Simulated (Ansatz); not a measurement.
# CH₅ClO₂Ti: how energies converge with the basis set

One table from this session's results is given with a row withheld; the runs are named, their logs left out.

Method: one geometry, several basis sets; program: Ansatz 0.2.0, Gaussian basis.

Levels to be run: PBE0-D4/def2-SVP; ωB97M-V/def2-SVP; PBE0-D4/def2-QZVPP; ωB97M-V/def2-QZVPP; the functionals' def2-TZVPP values are taken from earlier runs.

## The relaxed structure

The geometry comes from an earlier relaxation with PBE0-D4 in a triple-zeta def2 set; it is a stationary point, not always the lowest conformer.

10 atoms, charge 0, spin multiplicity 1.

Atoms are counted from 1 here; the program's logs count them from 0.

Bond lengths: C1–Ti2 2.052 Å, C1–H6 1.093 Å, C1–H7 1.094 Å, C1–H8 1.094 Å, Ti2–O3 1.769 Å, Ti2–O4 1.779 Å, Ti2–Cl5 2.215 Å, O3–H9 0.956 Å, O4–H10 0.957 Å. Angles: Ti2–C1–H6 109.4°, Ti2–C1–H7 108.7°, Ti2–C1–H8 109.6°, H6–C1–H7 109.8°, H6–C1–H8 109.7°, H7–C1–H8 109.6°, C1–Ti2–O3 105.4°, C1–Ti2–O4 105.1°, C1–Ti2–Cl5 106.2°, O3–Ti2–O4 113.2°, O3–Ti2–Cl5 112.9°, O4–Ti2–Cl5 113.1°, Ti2–O3–H9 146.8°, Ti2–O4–H10 138.4°.

The first run:

The input, in.yaml:

```yaml
crystal:
  periodic: [false, false, false]
  atoms:
    - {symbol: C, position_ang: [-1.093242, -0.834559, -0.543512]}
    - {symbol: Ti, position_ang: [0.309487, 0.535732, 0.059901]}
    - {symbol: O, position_ang: [0.520821, 0.258765, 1.794101]}
    - {symbol: O, position_ang: [1.764681, 0.159175, -0.890963]}
    - {symbol: Cl, position_ang: [-0.536744, 2.530767, -0.397394]}
    - {symbol: H, position_ang: [-2.031799, -0.652436, -0.013023]}
    - {symbol: H, position_ang: [-1.248856, -0.726444, -1.620704]}
    - {symbol: H, position_ang: [-0.736483, -1.844579, -0.323578]}
    - {symbol: H, position_ang: [0.463100, 0.625113, 2.675062]}
    - {symbol: H, position_ang: [2.672237, -0.102635, -0.737089]}
basis:
  gaussian: {orbitals: def2-SVP}
hamiltonian: {xc: pbe0, dispersion: d4}
output: {orbitals: {seedname: orbitals}}
```

Launch:

```console
ansatz run in.yaml --threads 4 --pin off --events-out ev --progress --plain --max-ram 10444MiB
```

Steps of the session up to this table: PBE0-D4 in def2-SVP; ωB97M-V in def2-SVP; PBE0-D4 in def2-QZVPP; ωB97M-V in def2-QZVPP.

One table of the session follows, with a row left open; its other results are not shown here.

It belongs to the step «Density functionals: the series». 

```
functional       basis  HOMO (eV)  LUMO (eV)
   PBE0-D4    def2-SVP      -7.91      -1.78
   PBE0-D4  def2-TZVPP      -8.01      -1.88
   PBE0-D4  def2-QZVPP          ?          ?
   ωB97M-V    def2-SVP     -10.25       0.53
   ωB97M-V  def2-TZVPP     -10.37       0.38
   ωB97M-V  def2-QZVPP     -10.39       0.31
```

Estimate the missing values for PBE0-D4, def2-QZVPP.

The run gave: HOMO (eV): -8.02; LUMO (eV): -1.91. In the column «HOMO (eV)» it lies between ωB97M-V, def2-SVP (-10.25) and PBE0-D4, def2-TZVPP (-8.01).
